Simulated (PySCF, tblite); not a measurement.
# C7H8N2: a rotation path, then NMR shifts on frames, part 1 of 2

Aim: move C7H8N2 (`CCc1ccc(C#N)[nH]1`) away from its starting geometry and see how NMR shifts follow the geometry.

Programs: tblite 0.8.0 and PySCF 2.14.0, with density-fitted response routines of our own. Each step states its level of theory. These are calculated values for one molecule in the gas phase, unless marked as measured. Atoms are numbered from 0 throughout.

**1. Starting geometry**

17 atoms, charge 0, multiplicity 1; geometry from: GFN2-xTB.

Bonds of the start (Å): C0–C1 1.53, C1–C2 1.49, C2–C3 1.38, C3–C4 1.40, C4–C5 1.38, C5–C6 1.40, C6–N7 1.15, C5–N8 1.37, N8–C2 1.35, C0–H9 1.09, C0–H10 1.09, C0–H11 1.09, C1–H12 1.09, C1–H13 1.09, C3–H14 1.07, C4–H15 1.07, N8–H16 1.01.

**2. A band between two rotamers with GFN2-xTB**

The job: settings as JSON, then the geometry in Å.

```
{"job": {"kind": "neb", "xc": "GFN2-xTB", "basis": "xTB", "atoms": [3, 2, 1, 0], "turn": 120}, "charge": 0, "multiplicity": 1}
C     -2.426498    -0.302364     0.356894
C     -1.513792     0.807161    -0.174375
C     -0.110786     0.328740    -0.320817
C      0.530793    -0.240187    -1.400691
C      1.836789    -0.556751    -1.008947
C      1.966195    -0.172703     0.314937
C      3.068387    -0.258556     1.166514
N      3.975607    -0.326412     1.868970
N      0.766331     0.360049     0.710889
H     -2.419726    -1.151871    -0.321491
H     -3.446910     0.061178     0.447958
H     -2.091151    -0.641588     1.334743
H     -1.542176     1.659034     0.510324
H     -1.878392     1.140122    -1.147297
H      0.103240    -0.403870    -2.370025
H      2.600248    -1.010604    -1.609076
H      0.574845     0.720652     1.631581
```

Level: GFN2-xTB climbing-image nudged elastic band, gas phase.

Command:

```sh
$ OMP_NUM_THREADS=1 python probes_run.py task.json out
```

One launch serves the whole session: the jobs run in the order shown.

Log:

```text
image   E - E0 / eV
  0      -0.0000
  1       0.0049
  2       0.0249
  3       0.0384
  4       0.0412
  5       0.0409
  6       0.0298
  7       0.0084
  8      -0.0007
```

Wall time 2.4 s (1 thread of AMD EPYC 9R45, shared host); peak memory 0.18 GiB.

The final band, with the dihedral C3–C2–C1–C0:

```csv
image,dihedral (°),energy (eV),energy (kcal/mol)
0,91,0.000,0.0
1,113,0.005,0.1
2,135,0.025,0.6
3,156,0.038,0.9
4,178,0.041,0.9
5,199,0.041,0.9
6,221,0.030,0.7
7,242,0.008,0.2
8,262,-0.001,0.0
```

**3. Nuclear shieldings: image 0, PBE0/pcSseg-1**

The job: settings as JSON, then the geometry in Å.

```
{"job": {"kind": "nmr", "xc": "PBE0", "basis": "pcSseg-1", "pop": false}, "charge": 0, "multiplicity": 1}
C     -2.426500    -0.302400     0.356900
C     -1.513800     0.807200    -0.174400
C     -0.110800     0.328700    -0.320800
C      0.530800    -0.240200    -1.400700
C      1.836800    -0.556800    -1.008900
C      1.966200    -0.172700     0.314900
C      3.068400    -0.258600     1.166500
N      3.975600    -0.326400     1.869000
N      0.766300     0.360000     0.710900
H     -2.419700    -1.151900    -0.321500
H     -3.446900     0.061200     0.448000
H     -2.091200    -0.641600     1.334700
H     -1.542200     1.659000     0.510300
H     -1.878400     1.140100    -1.147300
H      0.103200    -0.403900    -2.370000
H      2.600200    -1.010600    -1.609100
H      0.574800     0.720700     1.631600
```

Method: GIAO PBE0/pcSseg-1 NMR shielding, non-relativistic, gas phase.

Log:

```text
coarse grid: 14688 points
cycle   1  E = -380.4255059907  dE =  1.647e+00  |g| = 5.457e-01  |ddm| = 4.000e+00
cycle   2  E = -380.2647957831  dE =  1.607e-01  |g| = 1.021e+00  |ddm| = 1.617e+00
cycle   3  E = -380.4962278834  dE = -2.314e-01  |g| = 1.804e-01  |ddm| = 1.085e+00
cycle   4  E = -380.5031333011  dE = -6.905e-03  |g| = 5.751e-02  |ddm| = 1.758e-01
cycle   5  E = -380.5037415340  dE = -6.082e-04  |g| = 2.715e-02  |ddm| = 7.596e-02
cycle   6  E = -380.5039178265  dE = -1.763e-04  |g| = 4.795e-03  |ddm| = 2.665e-02
cycle   7  E = -380.5039230646  dE = -5.238e-06  |g| = 1.073e-03  |ddm| = 4.917e-03
final grid: 143416 points
cycle   8  E = -380.5540885160  dE = -4.032e-05  |g| = 8.198e-03  |ddm| = 3.959e-02
cycle   9  E = -380.5540822768  dE =  6.239e-06  |g| = 9.828e-03  |ddm| = 1.477e-02
cycle  10  E = -380.5541046784  dE = -2.240e-05  |g| = 1.509e-03  |ddm| = 8.307e-03
cycle  11  E = -380.5541052056  dE = -5.272e-07  |g| = 4.193e-04  |ddm| = 1.565e-03
cycle  12  E = -380.5541052371  dE = -3.146e-08  |g| = 2.018e-04  |ddm| = 5.073e-04
cycle  13  E = -380.5541052450  dE = -7.909e-09  |g| = 6.686e-05  |ddm| = 2.087e-04
cycle  14  E = -380.5541052459  dE = -9.597e-10  |g| = 1.740e-05  |ddm| = 6.510e-05
converged SCF energy = -380.5541052459

GIAO shielding tensors (ppm)
atom      isotropic    diamagn.    paramagn.     s11        s22        s33       span
  0 C      166.557     246.162     -79.605    154.695    158.934    186.042     31.347
  1 C      160.481     244.828     -84.347    147.988    158.808    174.647     26.659
  2 C       43.431     256.496    -213.065    -30.123     27.802    132.614    162.737
  3 C       74.223     252.738    -178.516      3.889     61.757    157.022    153.133
  4 C       58.183     250.650    -192.467    -25.166     41.053    158.661    183.827
  5 C       82.712     251.256    -168.544     19.107     89.918    139.112    120.005
  6 C       67.800     256.641    -188.840    -48.228    -38.954    290.583    338.811
  7 N      -53.039     340.908    -393.947   -234.404   -140.399    215.688    450.092
  8 N       87.763     329.845    -242.082      1.061    104.724    157.504    156.443
  9 H       30.505      29.481       1.023     26.189     29.495     35.830      9.641
 10 H       30.380      27.526       2.854     26.321     26.776     38.044     11.723
 11 H       30.590      30.121       0.469     25.850     30.262     35.658      9.808
 12 H       29.231      30.012      -0.781     24.630     28.663     34.400      9.769
 13 H       28.909      29.547      -0.639     24.156     27.990     34.581     10.426
 14 H       25.490      32.764      -7.274     22.503     26.460     27.508      5.004
 15 H       24.693      30.860      -6.166     22.417     25.061     26.602      4.185
 16 H       24.063      34.816     -10.754     18.329     26.041     27.818      9.488
```

Wall time 17 s (1 thread of AMD EPYC 9R45, shared host); peak memory 0.85 GiB.

Shifts follow as δ = σ(reference) − σ, with reference shieldings (ppm) from runs at the same level and on the same kind of geometry: ¹H TMS 31.72, ¹³C TMS 186.9, ¹⁵N NH3 267.7. The references are single molecules in the gas phase, so shifts against H2O, NH3, PH3, H3PO4 or CFCl3 are not on the usual liquid scales and can be off by tens of ppm. Each atom is listed at this fixed geometry, with no averaging over motion; a spectrum would average atoms that exchange fast.

```csv
atoms,environment,σ (ppm),δ (ppm)
C2,substituted aromatic carbon next to a ring nitrogen,43.4,143.5
C4,aromatic CH,58.2,128.7
C6,nitrile carbon,67.8,119.1
C3,aromatic CH,74.2,112.7
C5,substituted aromatic carbon next to a ring nitrogen,82.7,104.2
C1,sp3 CH2 on an aromatic ring,160.5,26.4
C0,methyl carbon,166.6,20.4
H16,hydrogen on a pyrrole-type ring nitrogen,24.06,7.65
H15,hydrogen on an aromatic CH,24.69,7.02
H14,hydrogen on an aromatic CH,25.49,6.23
H13,hydrogen on an sp3 CH2 on an aromatic ring,28.91,2.81
H12,hydrogen on an sp3 CH2 on an aromatic ring,29.23,2.49
H10,hydrogen on a methyl carbon,30.38,1.34
H9,hydrogen on a methyl carbon,30.50,1.21
H11,hydrogen on a methyl carbon,30.59,1.13
N7,nitrile nitrogen,-53.0,320.8
N8,pyrrole-type ring nitrogen,87.8,180.0
```

Ring of atoms C2, C3, C4, C5, N8: NICS(0) -14.0, NICS(1) -11.0, NICS(1)zz -27.9 ppm (means of both faces).

**4. Nuclear shieldings: image 2, PBE0/pcSseg-1**

The job: settings as JSON, then the geometry in Å.

```
{"job": {"kind": "nmr", "xc": "PBE0", "basis": "pcSseg-1", "pop": false}, "charge": 0, "multiplicity": 1}
C     -2.317900    -0.160000     0.675000
C     -1.573800     0.650900    -0.385700
C     -0.132100     0.274900    -0.465300
C      0.670600     0.030700    -1.560800
C      1.949100    -0.302500    -1.094800
C      1.899400    -0.251600     0.287200
C      2.893100    -0.500100     1.234400
N      3.702900    -0.701700     2.024500
N      0.625700     0.104700     0.644300
H     -2.232100    -1.223500     0.464900
H     -3.370900     0.108500     0.684500
H     -1.916100     0.030300     1.667800
H     -1.668600     1.717200    -0.154600
H     -2.032300     0.485800    -1.361700
H      0.368500     0.090000    -2.587200
H      2.811500    -0.554800    -1.678300
H      0.316000     0.213200     1.595800
```

Level: GIAO PBE0/pcSseg-1 NMR shielding, non-relativistic, gas phase.

Log:

```text
coarse grid: 14688 points
cycle   1  E = -380.4264293278  dE =  1.653e+00  |g| = 5.421e-01  |ddm| = 4.009e+00
cycle   2  E = -380.2694274400  dE =  1.570e-01  |g| = 1.011e+00  |ddm| = 1.603e+00
cycle   3  E = -380.4961550538  dE = -2.267e-01  |g| = 1.807e-01  |ddm| = 1.075e+00
cycle   4  E = -380.5031262799  dE = -6.971e-03  |g| = 5.612e-02  |ddm| = 1.752e-01
cycle   5  E = -380.5037006275  dE = -5.743e-04  |g| = 2.695e-02  |ddm| = 7.403e-02
cycle   6  E = -380.5038748073  dE = -1.742e-04  |g| = 4.827e-03  |ddm| = 2.669e-02
cycle   7  E = -380.5038801435  dE = -5.336e-06  |g| = 1.097e-03  |ddm| = 5.196e-03
final grid: 143416 points
cycle   8  E = -380.5536984173  dE = -4.249e-05  |g| = 8.385e-03  |ddm| = 4.622e-02
cycle   9  E = -380.5536921622  dE =  6.255e-06  |g| = 1.007e-02  |ddm| = 1.538e-02
cycle  10  E = -380.5537149316  dE = -2.277e-05  |g| = 1.708e-03  |ddm| = 8.405e-03
cycle  11  E = -380.5537155771  dE = -6.455e-07  |g| = 4.890e-04  |ddm| = 1.683e-03
cycle  12  E = -380.5537156214  dE = -4.436e-08  |g| = 2.147e-04  |ddm| = 5.778e-04
cycle  13  E = -380.5537156304  dE = -9.010e-09  |g| = 6.485e-05  |ddm| = 2.127e-04
cycle  14  E = -380.5537156314  dE = -9.109e-10  |g| = 1.920e-05  |ddm| = 6.742e-05
converged SCF energy = -380.5537156314

GIAO shielding tensors (ppm)
atom      isotropic    diamagn.    paramagn.     s11        s22        s33       span
  0 C      171.469     247.503     -76.033    160.774    168.889    184.745     23.971
  1 C      162.300     244.328     -82.027    151.192    160.177    175.532     24.340
  2 C       45.366     256.324    -210.958    -26.401     31.315    131.185    157.586
  3 C       73.493     252.375    -178.882      3.466     62.672    154.340    150.873
  4 C       59.329     250.394    -191.066    -24.363     42.535    159.814    184.177
  5 C       82.124     251.033    -168.909     16.208     90.448    139.716    123.507
  6 C       67.733     257.087    -189.353    -48.530    -38.809    290.539    339.069
  7 N      -53.162     341.047    -394.209   -234.262   -140.343    215.120    449.382
  8 N       89.208     330.465    -241.258     -3.143     97.589    173.177    176.320
  9 H       30.571      29.964       0.606     27.052     28.537     36.123      9.071
 10 H       30.261      27.624       2.637     25.428     27.437     37.919     12.491
 11 H       30.532      31.231      -0.699     25.332     30.434     35.832     10.500
 12 H       28.893      28.920      -0.027     24.747     26.951     34.983     10.236
 13 H       28.992      29.693      -0.701     23.322     28.888     34.767     11.445
 14 H       25.498      32.296      -6.799     22.505     26.601     27.387      4.882
 15 H       24.765      30.707      -5.943     22.498     24.993     26.803      4.306
 16 H       23.871      35.552     -11.680     17.309     26.683     27.623     10.314
```

Run time: 17 s. Hardware: 1 thread of AMD EPYC 9R45, shared host; peak memory 0.85 GiB.

This run: δ C2 141.6, C4 127.6, C6 119.2, C3 113.4, H16 7.85, H15 6.95 ppm.

(Continued in part 2 of 2.)
